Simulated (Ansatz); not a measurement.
# AlF3 (SMILES F[Al](F)F) at r2SCAN0/6-311+G(d,p)

Aim: the energy change on altering one bond length of AlF3 at r2SCAN0/6-311+G**, from 2 runs. 

Program for the calculation: Ansatz 0.2.0.

39 further runs of the same task are left out: 39 set aside as unsound or not needed.

## 1. The system as given

AlF3 has 4 atoms, charge 0, and is taken as a singlet. As SMILES, `F[Al](F)F`. The coordinates come from a PBE0-D4/def2-TZVP relaxation.

Bond lengths: F1–Al2 1.629 Å, Al2–F3 1.629 Å, Al2–F4 1.629 Å. Angles: F1–Al2–F3 120.0°, F1–Al2–F4 120.0°, F3–Al2–F4 120.0°.

## 2. A single-point energy at r2SCAN0/6-311+G(d,p)

Input file job.yaml:

```yaml
basis:
  gaussian:
    orbitals: 6-311+G_st__st_-spherical.json
crystal:
  periodic: [false, false, false]
  atoms:
    - {symbol: F, position_ang: [0.859410, -0.722590, 1.180170]}
    - {symbol: Al, position_ang: [-0.000000, -0.000010, -0.000000]}
    - {symbol: F, position_ang: [-1.440740, -0.612530, -0.450110]}
    - {symbol: F, position_ang: [0.581330, 1.335130, -0.730040]}
magnetization:
  spin_polarized: false
  initial_magnetization: 0
hamiltonian:
  xc: {name: r2SCAN0}
accuracy: high
output:
  orbitals: {seedname: orbitals}
```

The basis set 6-311+G** is read from a file made from the Basis Set Exchange's data (not shown).

The run is started by

```bash
$ ansatz run job.yaml --threads 1 --pin off --max-ram 3480MiB --events-out events.jsonl --progress --plain --runs-dir runs
```

The program printed:

```text
Warning: RAYON_NUM_THREADS=1 ignored (pool sized by the plan → 1); use --threads N
Functional definition: r2SCAN0
  name "r2SCAN0"
  parameter a = 0.25
  parameter k0 = 0.174
  parameter k1 = 0.065
  parameter a1 = 4.9479
  exchange = (1 - a)*r2scan_x(k0 = k0, k1 = k1, a1 = a1) + a*exact_x
  correlation = r2scan_c
1643 factors; integrals over basis functions are off by at most 4.1e-9 eV
mean field evaluation 1: about -14745.3012 eV, gradient 6.3e1 eV
mean field evaluation 2: about -14739.0119 eV, gradient 9.4e1 eV
mean field evaluation 4: about -14750.7489 eV, gradient 1.3e0 eV
mean field evaluation 8: about -14750.8411 eV, gradient 1.1e-2 eV
mean field evaluation 16: about -14750.8411 eV, gradient 9.9e-7 eV
mean field -14750.84110518 eV, -542.0834121360 hartree, gradient 1.5e-8 eV, S^2 0.000000; 0 other end points of the search recorded, 0 dependent functions left out
reference -14750.84110878 eV, -542.0834122684 hartree; 20, 20 occupied and 76, 76 virtual orbitals, 1643 factors
Total energy: -14750.84110878 eV, -542.0834122684 hartree
```

It took 8.1 s on 1 thread of Arm Neoverse V2, shared host; peak memory 0.3 GiB.

## 3. The distorted shape

Input file in.yaml:

```yaml
crystal:
  periodic: [false, false, false]
  atoms:
    - {symbol: F, position_ang: [1.579744, -0.416345, 1.405214]}
    - {symbol: Al, position_ang: [0.720334, 0.306235, 0.225044]}
    - {symbol: F, position_ang: [-1.440740, -0.612530, -0.450110]}
    - {symbol: F, position_ang: [1.301664, 1.641375, -0.504996]}
basis:
  gaussian: {orbitals: 6-311+G_st__st_-spherical.json}
hamiltonian: {xc: {name: r2SCAN0}}
output: {orbitals: {seedname: orbitals}}
accuracy: high
```

The basis set 6-311+G** is read from a file made from the Basis Set Exchange's data (not shown).

The run is started by

```bash
$ ansatz run in.yaml --threads 1 --pin off --max-ram 3480MiB --events-out events.jsonl --progress --plain --runs-dir runs
```

The program printed (excerpt; [...] marks lines left out):

```text
Warning: RAYON_NUM_THREADS=1 ignored (pool sized by the plan → 1); use --threads N
[... 8 set-up lines as earlier in the session ...]
1626 factors; integrals over basis functions are off by at most 8.9e-9 eV
mean field evaluation 1: about -14740.1920 eV, gradient 6.8e1 eV
mean field evaluation 2: about -14696.9502 eV, gradient 1.7e2 eV
mean field evaluation 4: about -14747.4163 eV, gradient 8.0e0 eV
mean field evaluation 8: about -14747.5676 eV, gradient 8.2e-1 eV
mean field evaluation 16: about -14747.5689 eV, gradient 7.4e-5 eV
mean field -14747.56887450 eV, -541.9631598767 hartree, gradient 2.0e-8 eV, S^2 0.000000; 0 other end points of the search recorded, 0 dependent functions left out
reference -14747.56887740 eV, -541.9631599831 hartree; 20, 20 occupied and 76, 76 virtual orbitals, 1626 factors
Total energy: -14747.56887740 eV, -541.9631599831 hartree
```

Wall time 7.8 s (1 thread of Arm Neoverse V2, shared host); peak memory 0.3 GiB.

## 4. What came out

At r2SCAN0/6-311+G**:

```
                                                          quantity          value
                                         first shape: total energy  -542.08341 Eh
                                          first shape: HOMO energy      -12.25 eV
                                          first shape: LUMO energy       -1.46 eV
                                        first shape: HOMO–LUMO gap       10.79 eV
                                     distorted shape: total energy  -541.96316 Eh
                                      distorted shape: HOMO energy       -9.85 eV
                                      distorted shape: LUMO energy       -3.82 eV
                                    distorted shape: HOMO–LUMO gap        6.03 eV
energy change with the Al2–F3 bond stretched from 1.629 to 2.443 Å       3.272 eV
```

**Reading.** With the Al2–F3 bond stretched from 1.629 to 2.443 Å the energy rises by 3.27 eV (75 kcal/mol). The first shape isn't relaxed at this level, so the change isn't measured from a minimum.
